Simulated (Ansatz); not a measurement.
# SrTiO3 (Tausonite): further runs on the relaxed cell

One table from this session's results is given with a row withheld; the runs are named, their logs left out.

Program: Ansatz 0.2.0. Level of theory: DFT r2SCAN, scalar-relativistic, plane waves, PAW. These are calculated values, not measurements.

1 further run of the same task is left out (set aside as unsound or not needed).

**Starting point**

Symmetry: Pm-3m, No. 221, cubic system. The conventional cell has a = 3.907 Å, b = 3.907 Å, c = 3.907 Å, α = 90.00°, β = 90.00°, γ = 90.00°. Sr (site symmetry m-3m) is surrounded by 12 O at 2.76 Å. Ti (site symmetry m-3m) has 6 O at 1.95 Å as nearest neighbours. O (site symmetry 4/mmm) has 2 Ti at 1.95 Å and 4 Sr at 2.76 Å as nearest neighbours.

Structure file:

```xyz
5
Lattice="3.9068 0.0000 0.0000 0.0000 3.9068 0.0000 0.0000 0.0000 3.9068" Properties=species:S:1:pos:R:3 pbc="T T T"
Sr    1.9534    1.9534    1.9534
Ti    0.0000    0.0000    0.0000
O     1.9534    0.0000    0.0000
O     0.0000    1.9534    0.0000
O     0.0000    0.0000    1.9534
```

This cell was relaxed beforehand with the same method: volume 11.93 Å³/atom, gap on the mesh 2.26 eV.

Set-up of the first run:

input.yaml reads:

```yaml
crystal:
  lattice:
    - [3.8673804099, 0.0, 0.0]
    - [0.0, 3.8673804099, 0.0]
    - [0.0, 0.0, 3.8673804099]
  atoms:
    - { symbol: Sr, position: [0.5, 0.5, 0.5] }
    - { symbol: Ti, position: [0.0, 0.0, 0.0] }
    - { symbol: O, position: [0.5, 0.0, 0.0] }
    - { symbol: O, position: [0.0, 0.5, 0.0] }
    - { symbol: O, position: [0.0, 0.0, 0.5] }
basis:
  ecutwfc: 500
kpoints:
  mp_grid: { grid: [8, 8, 8] }
hamiltonian:
  xc: r2scan
scf:
  occupations: { method: gaussian, width: 0.02 }
output:
  forces: true
  stress: true
  eigenvalues: true
```

Command:

```sh
$ ansatz run input.yaml --threads 2 --pin off --max-ram 5120MiB --backend cpu --events-out ev --progress --plain --runs-dir out
```

Among the steps run: Volume × 0.97; Point at V/V0 = 1.03; Volume × 0.94; Point at V/V0 = 1.06; Point at V/V0 = 0.91; The cell scaled to 1.10 of its volume; The cell scaled to 0.88 of its volume.

One of the session's tables, all rows but one given; the rest of the session is left out.

It belongs to the step «Energy against volume». 

```
volume (Å³/atom)  energy above the lowest point (meV/atom)  pressure (GPa)  gap on the mesh (eV)
          10.495                                     127.5           31.97                  2.53
          10.853                                      67.6           21.94                  2.47
          11.211                                      28.4           13.42                  2.40
          11.569                                       6.7            6.18                  2.33
          11.926                                       0.0            0.01                  2.26
          12.284                                         ?               ?                     ?
          12.642                                      22.8           -9.70                  2.13
          13.119                                      59.3          -14.63                  2.04
```

**Question.** Estimate the row for volume (Å³/atom) = 12.284.

Worked estimate for «energy above the lowest point (meV/atom)». A straight line through the neighbours (11.926, 0.0) and (12.642, 22.8) gives 0.0 + (22.8 − 0.0) × (12.284 − 11.926) / (12.642 − 11.926) = 11.4; a parabola fitted to 4 rows on both sides gives 6.2.

**Answer.** energy above the lowest point (meV/atom): 6.0; pressure (GPa): -5.23; gap on the mesh (eV): 2.19. In «energy above the lowest point (meV/atom)» the line misses by +5.4 and the parabola by +0.2.
